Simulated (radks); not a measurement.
**Cd in [Kr] 4d10 5s2: an all-electron calculation**

An exercise on one series of results from a longer session: the logs are not shown, and one member is left open.

The numbers are computed with radks (a radial shooting solver on a logarithmic mesh, Libxc functionals) version 1 (Dirac Kohn-Sham, PBE, spin-unpolarised, spherical densities, finite nucleus), except any that are marked as measured or tabulated.

**The atom as given**

| Property | Result |
| --- | --- |
| element | cadmium (Z = 48) |
| charge | 0 |
| electrons | 48 |
| configuration | [Kr] 4d10 5s2 |
| nuclear rms radius | 4.6087 fm |

The outer shells:

Cd
```
[Kr] core
4d [↑↓][↑↓][↑↓][↑↓][↑↓]
5s [↑↓]
```

The first run:

The run's settings:

```text
Z 48
configuration [Kr] 4d10 5s2 5p0 6s0 4f0 5d0
relativity Dirac
functional pbe,pbe
spin unpolarised
j_filling energy
nucleus finite rms 4.6087 fm
c 137.035999084
```

One table of the session follows, with a row left open; its other results are not shown here.

It belongs to the step «Orbitals and density». Sizes of the orbitals, from the radial functions (bohr):

| level | <r> | outermost maximum (interpolated) | 90 % within | nodes |
| --- | --- | --- | --- | --- |
| 1s1/2 | 0.03040 | 0.0197 | 0.0546 | 0 |
| 2s1/2 | 0.1313 | 0.111 | 0.203 | 1 |
| 2p1/2 | 0.1112 | 0.0860 | 0.182 | 0 |
| 2p3/2 | 0.1164 | 0.0903 | 0.189 | 0 |
| 3s1/2 | 0.3581 | 0.324 | 0.527 | 2 |
| 3p1/2 | 0.3494 | 0.310 | 0.526 | 1 |
| 3p3/2 | 0.3604 | 0.320 | 0.542 | 1 |
| 3d3/2 | 0.3327 | 0.264 | 0.526 | 0 |
| 3d5/2 | 0.3362 | 0.267 | 0.531 | 0 |
| 4s1/2 | ? | ? | ? | ? |
| 4p1/2 | 0.9392 | 0.829 | 1.39 | 2 |
| 4p3/2 | 0.9703 | 0.854 | 1.43 | 2 |
| 4d3/2 | 1.277 | 0.975 | 2.04 | 1 |
| 4d5/2 | 1.298 | 0.986 | 2.08 | 1 |
| 5s1/2 | 2.900 | 2.33 | 4.42 | 4 |
| 5p1/2 | 4.399 | 3.22 | 7.06 | 3 |
| 5p3/2 | 4.638 | 3.39 | 7.44 | 3 |

**Question.** Estimate the row for 4s1/2.

**Answer.** <r>: 0.8792; outermost maximum (interpolated): 0.796; 90 % within: 1.28; nodes: 3. In the column «<r>» it lies between 3p3/2 (0.3604) and 4p1/2 (0.9392).
